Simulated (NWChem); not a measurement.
# the pair C2H2F2···BOF: a chain of runs

We compute a single-point energy (singlet C2H2BF3O, B97-D/pcseg-1), then a single-point energy (singlet C2H2F2, B97-D/pcseg-1), then a single-point energy (singlet BOF, B97-D/pcseg-1), then a single-point energy (singlet C2H2F2, B97-D/pcseg-1), then a single-point energy (singlet BOF, B97-D/pcseg-1) of C2H2BF3O and its partners. 

The results are computed with NWChem 7.3.0.

### Step 1. Starting point

The species is C2H2BF3O (9 atoms), meant as a singlet with charge 0. The two molecules were placed rigidly side by side, at 0.85 times their contact distance; the pair isn't optimised.

Bond lengths: C1–C2 1.315 Å, C2–F3 1.313 Å, C2–F4 1.313 Å, O7–B8 1.206 Å, B8–F9 1.282 Å, C1–H5 1.079 Å, C1–H6 1.079 Å. Angles: C1–C2–F3 125.2°, C1–C2–F4 125.2°, F3–C2–F4 109.6°, O7–B8–F9 180.0°, C2–C1–H5 119.7°, C2–C1–H6 119.7°, H5–C1–H6 120.6°.

### Step 2. The energy at B97-D/pcseg-1 (run 1)

File nw.nw:

```
start nw
memory 2200 mb

geometry units angstroms noautosym nocenter noautoz
  C       -0.122900       0.481650      -0.536680
  C        0.098000      -0.383950       0.427820
  F       -0.461900      -0.352950       1.615320
  F        0.912200      -1.411450       0.350720
  H        0.387200       0.371250      -1.480680
  H       -0.812600       1.295450      -0.376480
  O       -3.004950       0.926360      -1.316380
  B       -2.986140       2.032870      -1.795470
  F       -2.966100       3.209350      -2.304760
end

basis spherical bse
  C library pcseg-1
  F library pcseg-1
  H library pcseg-1
  O library pcseg-1
  B library pcseg-1
end

dft
  xc becke97-d
  grid fine
  convergence energy 1e-08
  maxiter 100
  mulliken
  noprint "final vectors analysis"
end

task dft energy
```

Run with:

```bash
$ nwchem nw.nw > nw.out
```

Output:

```text
[...]
          Wavefunction type:  closed shell.
          No. of atoms     :     9
          No. of electrons :    54
[...]
          Charge           :     0
          Spin multiplicity:     1
[...]
          AO basis - number of functions:   108
[...]
              XC Information
              --------------
                   Becke 97-D Method XC Functional
                  Becke 1997-D Exchange Functional  1.000
                Becke 1997-D Correlation Potential  1.000
[...]
 d= 0,ls=0.0,diis     1   -476.4837241279 -7.28D+02  2.13D-02  1.93D+00     2.1
[...]
 d= 0,ls=0.0,diis    12   -476.7169251608 -8.13D-09  2.55D-07  2.36D-09    19.8
         Total DFT energy =     -476.716925160768
      One electron energy =    -1158.561760090053
           Coulomb energy =      485.313178314544
    Exchange-Corr. energy =      -55.407166790780
 Nuclear repulsion energy =      251.944699950489
    Dispersion correction =       -0.005876544968
[...]
      Total Density - Mulliken Population Analysis
     ---------------------------------------------
    Atom       Charge   Shell Charges
 -----------   ------   -------------------------------------------------------
    1 C    6     6.25   1.99  0.73  0.42  2.17  0.91  0.02
    2 C    6     5.52   1.99  0.76  0.21  1.99  0.43  0.14
    3 F    9     9.23   2.00  0.96  0.97  3.45  1.84  0.01
    4 F    9     9.23   2.00  0.96  0.97  3.45  1.84  0.01
    5 H    1     0.89   0.77  0.10  0.02
    6 H    1     0.89   0.77  0.10  0.02
    7 O    8     8.30   2.00  0.94  0.83  2.91  1.60  0.02
    8 B    5     4.52   1.99  0.58  0.04  1.56  0.22  0.13
    9 F    9     9.17   2.00  0.96  0.92  3.47  1.81  0.01
[...]
```

Wall time 20 s (1 thread of Intel Xeon Platinum 8375C at 2.90GHz (Ice Lake), shared host); peak memory 0.12 GiB.

### Step 3. C2H2F2: a single-point energy at B97-D/pcseg-1 (run 2)

File c2h2f2.nw:

```
start c2h2f2
memory total 2200 mb

geometry units angstrom noautosym nocenter noautoz
   C    -0.122900    0.481650   -0.536680
   C     0.098000   -0.383950    0.427820
   F    -0.461900   -0.352950    1.615320
   F     0.912200   -1.411450    0.350720
   H     0.387200    0.371250   -1.480680
   H    -0.812600    1.295450   -0.376480
end

basis spherical bse
   C library pcseg-1
   F library pcseg-1
   H library pcseg-1
end

dft
   xc becke97-d
   mult 1
   grid fine
   convergence energy 1e-08
   maxiter 100
   mulliken
   print low
end

task dft energy
```

Run with:

```bash
$ nwchem c2h2f2.nw > c2h2f2.out
```

Output:

```text
[...]
 d= 0,ls=0.0,diis     1   -276.7521745485 -3.95D+02  2.09D-02  9.66D-01     0.9
[...]
 d= 0,ls=0.0,diis    11   -276.8604239326 -8.71D-10  9.29D-08  5.72D-11     7.3
         Total DFT energy =     -276.860423932554
      One electron energy =     -616.328385843509
           Coulomb energy =      253.579389496354
    Exchange-Corr. energy =      -32.362399675283
 Nuclear repulsion energy =      118.253200192523
    Dispersion correction =       -0.002228102641
[...]
      Total Density - Mulliken Population Analysis
     ---------------------------------------------
    Atom       Charge   Shell Charges
 -----------   ------   -------------------------------------------------------
    1 C    6     6.26   1.99  0.73  0.42  2.17  0.91  0.02
    2 C    6     5.52   1.99  0.76  0.21  1.99  0.43  0.14
    3 F    9     9.23   2.00  0.96  0.97  3.45  1.84  0.01
    4 F    9     9.23   2.00  0.96  0.97  3.45  1.84  0.01
    5 H    1     0.88   0.77  0.10  0.02
    6 H    1     0.88   0.77  0.10  0.02
[...]
```

It took 8.1 s on 1 thread of Intel Xeon Platinum 8375C at 2.90GHz (Ice Lake), shared host; peak memory 0.11 GiB.

### Step 4. BOF: a single-point energy at B97-D/pcseg-1 (run 3)

File struct.nw:

```
start struct
memory total 2200 mb

geometry units angstroms noautosym nocenter noautoz
  O     -3.004950     0.926360    -1.316380
  B     -2.986140     2.032870    -1.795470
  F     -2.966100     3.209350    -2.304760
end

basis spherical bse
  * library pcseg-1
end

dft
  xc becke97-d
  grid fine
  convergence energy 1e-08
  maxiter 100
  mulliken
  print low
end

task dft energy
```

Run with:

```bash
$ nwchem struct.nw > struct.out
```

Output:

```text
[...]
 d= 0,ls=0.0,diis     1   -199.7341653045 -2.51D+02  4.26D-02  9.70D-01     0.3
[...]
 d= 0,ls=0.0,diis    10   -199.8583322616 -2.18D-09  8.44D-07  5.96D-09     2.0
         Total DFT energy =     -199.858332261559
      One electron energy =     -377.609456674062
           Coulomb energy =      149.351216145118
    Exchange-Corr. energy =      -23.038620391763
 Nuclear repulsion energy =       51.438905190158
    Dispersion correction =       -0.000376531010
[...]
      Total Density - Mulliken Population Analysis
     ---------------------------------------------
    Atom       Charge   Shell Charges
 -----------   ------   -------------------------------------------------------
    1 O    8     8.30   2.00  0.94  0.83  2.91  1.61  0.02
    2 B    5     4.53   1.99  0.58  0.04  1.56  0.23  0.13
    3 F    9     9.17   2.00  0.96  0.92  3.47  1.81  0.01
[...]
```

Run time: 2.5 s. Hardware: 1 thread of Intel Xeon Platinum 8375C at 2.90GHz (Ice Lake), shared host; peak memory 0.11 GiB.

### Step 5. C2H2F2 among ghost functions: a single-point energy at B97-D/pcseg-1 (with ghost functions) (run 4)

File mymol.nw:

```
start mymol
memory stack 880 mb heap 220 mb global 1100 mb
charge 0
geometry units angstroms noautosym nocenter noautoz
C     -0.122900     0.481650    -0.536680
C      0.098000    -0.383950     0.427820
F     -0.461900    -0.352950     1.615320
F      0.912200    -1.411450     0.350720
H      0.387200     0.371250    -1.480680
H     -0.812600     1.295450    -0.376480
bqO     -3.004950     0.926360    -1.316380
bqB     -2.986140     2.032870    -1.795470
bqF     -2.966100     3.209350    -2.304760
end
basis spherical bse
C library pcseg-1
F library pcseg-1
H library pcseg-1
bqO library O pcseg-1
bqB library B pcseg-1
bqF library F pcseg-1
end
dft
xc becke97-d
grid fine
convergence energy 1e-08
iterations 100
mulliken
print low
end
task dft
```

Run with:

```bash
$ nwchem mymol.nw > mymol.out
```

Output:

```text
[...]
 d= 0,ls=0.0,diis     1   -276.7523342796 -3.95D+02  1.28D-02  9.67D-01     1.8
[...]
 d= 0,ls=0.0,diis    11   -276.8606160085 -8.99D-10  6.12D-08  6.44D-11    17.4
         Total DFT energy =     -276.860616008479
      One electron energy =     -616.323915687564
           Coulomb energy =      253.574306529029
    Exchange-Corr. energy =      -32.361978939827
 Nuclear repulsion energy =      118.253200192523
    Dispersion correction =       -0.002228102641
[...]
      Total Density - Mulliken Population Analysis
     ---------------------------------------------
    Atom       Charge   Shell Charges
 -----------   ------   -------------------------------------------------------
    1 C    6     6.28   1.99  0.73  0.44  2.17  0.92  0.02
    2 C    6     5.51   1.99  0.76  0.21  1.99  0.42  0.14
    3 F    9     9.23   2.00  0.96  0.97  3.45  1.84  0.01
    4 F    9     9.23   2.00  0.96  0.97  3.45  1.84  0.01
    5 H    1     0.89   0.77  0.10  0.02
    6 H    1     0.86   0.77  0.08  0.02
    7 X    0    -0.00   0.00  0.00 -0.00  0.00 -0.00  0.00
    8 X    0     0.00  -0.00 -0.00  0.00  0.00  0.00  0.00
    9 X    0    -0.00   0.00  0.00 -0.00  0.00 -0.00 -0.00
[...]
```

Wall time 18 s (1 thread of Intel Xeon Platinum 8375C at 2.90GHz (Ice Lake), shared host); peak memory 0.12 GiB.

### Step 6. BOF among ghost functions: the energy at B97-D/pcseg-1 (with ghost functions) (run 5)

File geom.nw:

```
start geom
memory total 2200 mb

geometry units angstroms noautosym nocenter noautoz
  O    -3.004950    0.926360   -1.316380
  B    -2.986140    2.032870   -1.795470
  F    -2.966100    3.209350   -2.304760
  bqC     -0.122900     0.481650    -0.536680
  bqC      0.098000    -0.383950     0.427820
  bqF     -0.461900    -0.352950     1.615320
  bqF      0.912200    -1.411450     0.350720
  bqH      0.387200     0.371250    -1.480680
  bqH     -0.812600     1.295450    -0.376480
end

basis "ao basis" spherical bse
  O library pcseg-1
  B library pcseg-1
  F library pcseg-1
  bqC library C pcseg-1
  bqF library F pcseg-1
  bqH library H pcseg-1
end

dft
  xc becke97-d
  grid fine
  convergence energy 1e-08
  maxiter 100
  mulliken
  noprint "final vectors analysis"
end

task dft energy
```

Run with:

```bash
$ nwchem geom.nw > geom.out
```

Output:

```text
[...]
          Wavefunction type:  closed shell.
          No. of atoms     :     9
          No. of electrons :    22
[...]
          Charge           :     0
          Spin multiplicity:     1
[...]
          AO basis - number of functions:   108
[...]
              XC Information
              --------------
                   Becke 97-D Method XC Functional
                  Becke 1997-D Exchange Functional  1.000
                Becke 1997-D Correlation Potential  1.000
[...]
 d= 0,ls=0.0,diis     1   -199.7347752419 -2.51D+02  1.66D-02  9.70D-01     1.7
[...]
 d= 0,ls=0.0,diis    10   -199.8589288388 -2.50D-09  3.40D-07  6.35D-09    14.8
         Total DFT energy =     -199.858928838779
      One electron energy =     -377.592140944479
           Coulomb energy =      149.331514820101
    Exchange-Corr. energy =      -23.036831373549
 Nuclear repulsion energy =       51.438905190158
    Dispersion correction =       -0.000376531010
[...]
      Total Density - Mulliken Population Analysis
     ---------------------------------------------
    Atom       Charge   Shell Charges
 -----------   ------   -------------------------------------------------------
    1 O    8     8.30   2.00  0.94  0.83  2.91  1.61  0.02
    2 B    5     4.52   1.99  0.58  0.03  1.56  0.22  0.13
    3 F    9     9.17   2.00  0.96  0.92  3.47  1.81  0.01
    4 X    0    -0.00   0.00  0.00 -0.00  0.00  0.00  0.00
    5 X    0     0.00  -0.00 -0.00  0.00 -0.00  0.00 -0.00
    6 X    0    -0.00   0.00  0.00 -0.00  0.00 -0.00 -0.00
    7 X    0    -0.00  -0.00 -0.00  0.00  0.00 -0.00 -0.00
    8 X    0     0.00  -0.00  0.00 -0.00
    9 X    0     0.01   0.00  0.01  0.00
[...]
```

It took 16 s on 1 thread of Intel Xeon Platinum 8375C at 2.90GHz (Ice Lake), shared host; peak memory 0.12 GiB.

### Step 7. Summary of results

```
                                                                                                                 quantity          value
                                                                                       run 1, B97-D/pcseg-1: total energy  -476.71693 Eh
                                                                                      run 1, B97-D/pcseg-1: dipole moment         2.98 D
                                                                                  run 1, B97-D/pcseg-1: dispersion energy  -15.43 kJ/mol
                                                                                                     C2H2F2: total energy  -276.86042 Eh
                                                                                                C2H2F2: dispersion energy   -5.85 kJ/mol
                                                                                                        BOF: total energy  -199.85833 Eh
                                                                                                   BOF: dispersion energy   -0.99 kJ/mol
                                                                               C2H2F2 among ghost functions: total energy  -276.86062 Eh
                                                                          C2H2F2 among ghost functions: dispersion energy   -5.85 kJ/mol
                                                                                  BOF among ghost functions: total energy  -199.85893 Eh
                                                                                 BOF among ghost functions: dipole moment         2.02 D
                                                                             BOF among ghost functions: dispersion energy   -0.99 kJ/mol
              interaction energy of the rigid parts C2H2F2 and BOF (parts in their own basis; closest atoms 2.41 Å apart)       0.050 eV
interaction energy of the rigid parts C2H2F2 and BOF (parts in the whole basis, counterpoise; closest atoms 2.41 Å apart)       0.071 eV
```

The interaction energy of the rigid parts C2H2F2 and BOF (parts in their own basis; closest atoms 2.41 Å apart) is 0.05 eV (1.1 kcal/mol): the parts repel at this shape. Without counterpoise this holds the superposition error of the basis. The interaction energy of the rigid parts C2H2F2 and BOF (parts in the whole basis, counterpoise; closest atoms 2.41 Å apart) is 0.07 eV (1.6 kcal/mol): the parts repel at this shape. The basis-set superposition error is 2.1 kJ/mol.
